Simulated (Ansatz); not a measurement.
# CH7BSSi: the cost of one run

The runs use Ansatz 0.2.0, Gaussian basis; the settings change from run to run.

## (1) The geometry

The geometry comes from an earlier relaxation with PBE0-D4 in a triple-zeta def2 set; it is a stationary point, not always the lowest conformer.

SMILES `C[SiH2]BS`, 11 atoms, charge 0, spin multiplicity 1.

Atoms are counted from 1 here; the program's logs count them from 0.

Bond lengths: C1–Si2 1.878 Å, C1–H5 1.092 Å, C1–H6 1.092 Å, C1–H7 1.092 Å, Si2–B3 2.007 Å, Si2–H8 1.495 Å, Si2–H9 1.494 Å, B3–S4 1.763 Å, B3–H10 1.196 Å, S4–H11 1.347 Å. Angles: Si2–C1–H5 110.9°, Si2–C1–H6 110.8°, Si2–C1–H7 110.6°, H5–C1–H6 108.1°, H5–C1–H7 108.1°, H6–C1–H7 108.2°, C1–Si2–B3 112.3°, C1–Si2–H8 109.7°, C1–Si2–H9 109.3°, B3–Si2–H8 109.7°, B3–Si2–H9 108.6°, H8–Si2–H9 107.0°, Si2–B3–S4 123.7°, Si2–B3–H10 123.1°, S4–B3–H10 113.1°, B3–S4–H11 99.9°.

Geometry (Å):

| atom | x (Å) | y (Å) | z (Å) |
| --- | --- | --- | --- |
| C1 | -0.8559 | 1.5519 | -0.0176 |
| Si2 | -0.3097 | -0.1341 | 0.6053 |
| B3 | 1.3835 | -0.7594 | -0.2723 |
| S4 | 1.5439 | -2.3092 | -1.0976 |
| H5 | -1.0520 | 1.5259 | -1.0917 |
| H6 | -1.7690 | 1.8744 | 0.4873 |
| H7 | -0.0812 | 2.2994 | 0.1674 |
| H8 | -1.3969 | -1.1336 | 0.3740 |
| H9 | -0.0858 | -0.0668 | 2.0807 |
| H10 | 2.3902 | -0.1132 | -0.2865 |
| H11 | 0.2983 | -2.7924 | -0.9286 |

## (2) B97/cc-pVTZ

Set apart from the defaults: high accuracy.

The input, in.yaml:

```yaml
crystal:
  periodic: [false, false, false]
  atoms:
    - {symbol: C, position_ang: [-0.855879, 1.551898, -0.017584]}
    - {symbol: Si, position_ang: [-0.309718, -0.134052, 0.605320]}
    - {symbol: B, position_ang: [1.383532, -0.759387, -0.272281]}
    - {symbol: S, position_ang: [1.543947, -2.309162, -1.097583]}
    - {symbol: H, position_ang: [-1.052024, 1.525900, -1.091711]}
    - {symbol: H, position_ang: [-1.769042, 1.874353, 0.487261]}
    - {symbol: H, position_ang: [-0.081226, 2.299360, 0.167434]}
    - {symbol: H, position_ang: [-1.396866, -1.133571, 0.373964]}
    - {symbol: H, position_ang: [-0.085843, -0.066843, 2.080719]}
    - {symbol: H, position_ang: [2.390177, -0.113209, -0.286514]}
    - {symbol: H, position_ang: [0.298344, -2.792388, -0.928624]}
basis:
  gaussian: {orbitals: cc-pVTZ}
hamiltonian: {xc: {name: B97}}
accuracy: high
output: {forces: true}
```

Launch:

```console
$ ansatz run in.yaml --threads 2 --pin off --events-out ev --progress --plain --max-ram 4352MiB
```

Q: Estimate wall time and peak memory on 2 threads of AMD EPYC 9B14, shared host.

About 37 s, with a peak of 1.7 GiB.
